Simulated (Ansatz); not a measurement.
**CH₃GeN (SMILES N#[C][GeH3]): single points off equilibrium**

An exercise on one series of results from a longer session: the logs are not shown, and one member is left open.

Program: Ansatz 0.2.0, Gaussian basis. Level of theory: single points in def2-TZVPP. These are calculated values, not measurements.

Correlated methods freeze the cores. Filled d shells of the heavier atoms are correlated.

## Where the work starts

SMILES `N#[C][GeH3]`, 6 atoms, charge 0, spin multiplicity 1.

Atoms are counted from 1 here; the program's logs count them from 0.

Bond lengths: N1–C2 1.046 Å, C2–Ge3 1.990 Å, Ge3–H4 1.631 Å, Ge3–H5 1.495 Å, Ge3–H6 1.472 Å. Angles: N1–C2–Ge3 164.4°, C2–Ge3–H4 114.7°, C2–Ge3–H5 102.9°, C2–Ge3–H6 97.0°, H4–Ge3–H5 116.2°, H4–Ge3–H6 99.8°, H5–Ge3–H6 125.3°.

Geometry (Å):

```
N     0.4677   -2.2192    0.6713
C     0.3975   -1.1942    0.4726
Ge   -0.1054    0.5862   -0.2612
H    -1.6004    0.6583   -0.9095
H     1.0293    0.9008   -1.1825
H    -0.3605    1.2468    1.0294
```

The first run:

run/in.yaml

```yaml
crystal:
  periodic: [false, false, false]
  atoms:
    - {symbol: N, position_ang: [0.467700, -2.219200, 0.671300]}
    - {symbol: C, position_ang: [0.397500, -1.194200, 0.472600]}
    - {symbol: Ge, position_ang: [-0.105400, 0.586200, -0.261200]}
    - {symbol: H, position_ang: [-1.600400, 0.658300, -0.909500]}
    - {symbol: H, position_ang: [1.029300, 0.900800, -1.182500]}
    - {symbol: H, position_ang: [-0.360500, 1.246800, 1.029400]}
basis:
  gaussian: {orbitals: def2-TZVPP}
correlation: {method: ccsd_t}
output: {forces: true}
```

The command line of these runs was not kept.

Among the steps run: CCSD(T)/def2-TZVPP; PBE0-D4/def2-TZVPP; wB97M-V/def2-TZVPP; r2SCAN-D4/def2-TZVPP; PBE-D4/def2-TZVPP; r2SCAN0-D4/def2-TZVPP; SPW92/def2-TZVPP.

One of the session's tables, all rows but one given; the rest of the session is left out.

```
    method  RMS force component (eV/Å)  angle to CCSD(T) forces (°)  dipole (D)
   CCSD(T)                       6.802                    reference        4.11
   PBE0-D4                       6.307                          0.7        4.14
   wB97M-V                       6.244                          0.6        4.18
 r2SCAN-D4                       6.437                          0.4        4.12
    PBE-D4                       6.725                          1.0        4.04
r2SCAN0-D4                       6.114                          1.0        4.20
     SPW92                           ?                            ?           ?
```

Q: Estimate the row for SPW92 from the others.

**Answer.** RMS force component (eV/Å): 6.469; angle to CCSD(T) forces (°): 1.1; dipole (D): 4.15. In the column «RMS force component (eV/Å)» it lies between r2SCAN-D4 (6.437) and PBE-D4 (6.725).
